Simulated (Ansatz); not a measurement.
# AlH5O3: the cost of one run

Program: Ansatz 0.2.0. Level of theory: RKS PBE0-D4/6-31G*. These are calculated values, not measurements.

### 1 The system as given

Bond lengths: Al1–O3 1.780 Å, O3–H4 1.010 Å, Al1–O5 1.780 Å, O5–H6 1.010 Å, Al1–O7 2.080 Å, O7–H8 1.010 Å. Angles: Al1–O3–H4 109.5°, O3–Al1–O5 120.0°, O3–Al1–O7 96.8°, O5–Al1–O7 101.3°, Al1–O5–H6 109.5°, Al1–O7–H8 109.5°.

Structure file:

```xyz
9

Al    0.0000    0.0000    0.0000
H     0.0000    0.0000    1.9100
O     1.5415    0.0000   -0.8900
H     1.8414   -0.9519   -1.0449
O    -1.5415    0.0000   -0.8900
H    -2.0512   -0.8467   -0.6815
O     0.0932    1.9717    0.6559
H     0.4919    2.0000    1.5834
H     0.0471    0.9963    1.8084
```

### 2 Pulling towards end A

Springs on the bonds that form and break draw the guess towards this end; the thresholds are loose.

input.yaml

```yaml
crystal:
  periodic: [false, false, false]
  atoms:
    - { symbol: Al, position_ang: [0.0, 0.0, 0.0] }
    - { symbol: H, position_ang: [0.0, 0.0, 1.91] }
    - { symbol: O, position_ang: [1.5415, 0.0, -0.89] }
    - { symbol: H, position_ang: [1.8414, -0.9519, -1.0449] }
    - { symbol: O, position_ang: [-1.5415, 0.0, -0.89] }
    - { symbol: H, position_ang: [-2.0512, -0.8467, -0.6815] }
    - { symbol: O, position_ang: [0.0932, 1.9717, 0.6559] }
    - { symbol: H, position_ang: [0.4919, 2.0, 1.5834] }
    - { symbol: H, position_ang: [0.0471, 0.9963, 1.8084] }
basis:
  gaussian: { orbitals: "6-31G*" }
hamiltonian:
  xc: pbe0
  dispersion: d4
relax:
  f_tol: 0.15
  max_steps: 25
  restrain:
    - { distance: [0, 6], at: 2.98, k: 30.0 }
    - { distance: [8, 1], at: 1.86, k: 30.0 }
    - { distance: [0, 1], at: 1.56, k: 30.0 }
    - { distance: [8, 6], at: 1.01, k: 30.0 }
```

The run is started by

```bash
> ansatz run input.yaml --threads 1 --pin off --max-ram 2048MiB --backend cpu --events-out ev --progress --plain --runs-dir out
```

Q: Estimate wall time and peak memory on 1 thread of Arm Neoverse V1, shared host.

About 40 s, with a peak of 0.14 GiB.
